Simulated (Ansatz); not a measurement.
# B3C2Br: the cost of one run

Computed with Ansatz 0.2.0 (DFT PBE, scalar-relativistic, plane waves, PAW, unless a step's input says otherwise).

## Step 1: The system as given

Symmetry: P6/mmm, No. 191, hexagonal system. Conventional cell: a = 4.829 Å, b = 4.829 Å, c = 3.806 Å, α = 90.00°, β = 90.00°, γ = 120.00°. Around B (site symmetry mmm) lie 4 C at 2.36 Å and 4 B at 2.41 Å. C (site symmetry -6m2) has 6 B at 2.36 Å as nearest neighbours. Br (site symmetry 6/mmm) is surrounded by 6 C at 2.79 Å and 12 B at 3.07 Å.

Coordinates:

```
B C Br
1.0
     4.82878    0.00000    0.00000
    -2.41439    4.18185    0.00000
     0.00000    0.00000    3.80630
B C Br
3 2 1
Direct
  0.50000 0.00000 0.50000
  0.50000 0.50000 0.50000
  0.00000 0.50000 0.50000
  0.33333 0.66667 0.00000
  0.66667 0.33333 0.00000
  0.00000 0.00000 0.00000
```

Recipe of the guess: species swapped into a database cell of CeGa3Pd2 (P6/mmm, No. 191), with Br on the Ce sites, B on the Ga sites and C on the Pd sites. Lengths come from tabulated atomic sizes and are only a guess.

## Step 2: Probe: one point on a coarse mesh

Input file input.yaml:

```yaml
crystal:
  lattice:
    - [4.82878339, 0.0, 0.0]
    - [-2.41439169, 4.18184908, 0.0]
    - [0.0, 0.0, 3.80629627]
  atoms:
    - { symbol: B, position: [0.5, 0.0, 0.5] }
    - { symbol: B, position: [0.5, 0.5, 0.5] }
    - { symbol: B, position: [0.0, 0.5, 0.5] }
    - { symbol: C, position: [0.33333333, 0.66666667, 0.0] }
    - { symbol: C, position: [0.66666667, 0.33333333, 0.0] }
    - { symbol: Br, position: [0.0, 0.0, 0.0] }
basis:
  ecutwfc: 420
kpoints:
  mp_grid: { grid: [6, 6, 4] }
hamiltonian:
  xc: pbe
scf:
  occupations: { method: gaussian, width: 0.1 }
  lower_state_search: "off"
output:
  forces: true
  stress: true
  eigenvalues: true
```

Launch:

```bash
$ ansatz run input.yaml --threads 1 --pin off --max-ram 2560MiB --backend cpu --events-out ev --progress --plain --runs-dir out
```

**Question.** How long does this run take on 1 thread of Arm Neoverse V2, shared host, and how much memory does it need?

About 1.6 s, with a peak of 0.32 GiB.
